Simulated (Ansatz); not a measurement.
# PH3Se: one species, many methods

One table from this session's results is given with a row withheld; the runs are named, their logs left out.

Method: functionals in def2-TZVPP, the program's frozen cores in correlated methods; program: Ansatz 0.2.0, Gaussian basis.

The runs, in order: LDA (SPW92), PBE-D4, revPBE-D4, BLYP-D4, r2SCAN-D4, B97M-V, PBE0-D4, B3LYP-D4, r2SCANh-D4, r2SCAN0-D4, HSE06-D4, BHLYP-D4, CAM-B3LYP-D4, LC-ωPBE, ωB97X-V, ωB97M-V, B2PLYP, PBE-QIDH; CCSD(T)/def2-SVP; CCSD(T)/def2-TZVPP; MP2/def2-QZVPP; extrapolation to the limit; RPA on PBE.

## The geometry

The geometry comes from an earlier relaxation with PBE0-D4 in a triple-zeta def2 set; it is a stationary point.

SMILES `P[SeH]`, 5 atoms, charge 0, spin multiplicity 1.

Atoms are counted from 1 here; the program's logs count them from 0.

Bond lengths: P1–Se2 2.263 Å, P1–H3 1.419 Å, P1–H4 1.419 Å, Se2–H5 1.468 Å. Angles: Se2–P1–H3 96.7°, Se2–P1–H4 96.7°, H3–P1–H4 93.0°, P1–Se2–H5 92.8°.

The first run:

in.yaml

```yaml
crystal:
  periodic: [false, false, false]
  atoms:
    - {symbol: P, position_ang: [-0.755343, -0.279283, 0.276993]}
    - {symbol: Se, position_ang: [1.196903, 0.640715, -0.402714]}
    - {symbol: H, position_ang: [-0.187621, -1.390632, 0.952994]}
    - {symbol: H, position_ang: [-1.003654, -1.029635, -0.901863]}
    - {symbol: H, position_ang: [0.799615, 1.985235, 0.033189]}
basis:
  gaussian: {orbitals: def2-TZVPP}
hamiltonian: {xc: lda}
output: {orbitals: {seedname: orbitals}}
```

Command:

```console
> ansatz run in.yaml --threads 2 --pin off --events-out ev --progress --plain --max-ram 4352MiB
```

Among the steps run: LDA; PBE-D4 (GGA); revPBE-D4 (GGA); BLYP-D4 (GGA); r2SCAN-D4 (meta-GGA); B97M-V (meta-GGA); PBE0-D4 (hybrid); B3LYP-D4 (hybrid); r2SCANh-D4 (hybrid); r2SCAN0-D4 (hybrid); HSE06-D4 (hybrid); BHLYP-D4 (hybrid); CAM-B3LYP-D4 (range-separated); LC-ωPBE (range-separated); ωB97X-V (range-separated); ωB97M-V (range-separated); B2PLYP (double hybrid); PBE-QIDH (double hybrid).

One table of the session follows, with a row left open; its other results are not shown here.

It belongs to the step «Orbital energies across the functionals». 

```
  functional  HOMO (eV)  gap (eV)
 LDA (SPW92)      -6.02      4.17
      PBE-D4      -5.90      4.25
   revPBE-D4      -5.86      4.29
     BLYP-D4      -5.72      4.20
   r2SCAN-D4      -6.18      4.75
      B97M-V      -6.24      4.88
     PBE0-D4      -7.06      6.29
    B3LYP-D4      -6.81      5.82
  r2SCANh-D4      -6.60      5.49
  r2SCAN0-D4      -7.24      6.59
    HSE06-D4      -6.66      5.52
    BHLYP-D4      -8.04      8.22
CAM-B3LYP-D4      -8.33      8.61
     LC-ωPBE          ?         ?
     ωB97X-V      -9.37     10.68
     ωB97M-V      -9.21     10.35
```

Estimate the missing values for LC-ωPBE.

The run gave: HOMO (eV): -9.72; gap (eV): 11.15. In the column «HOMO (eV)» it is the lowest.
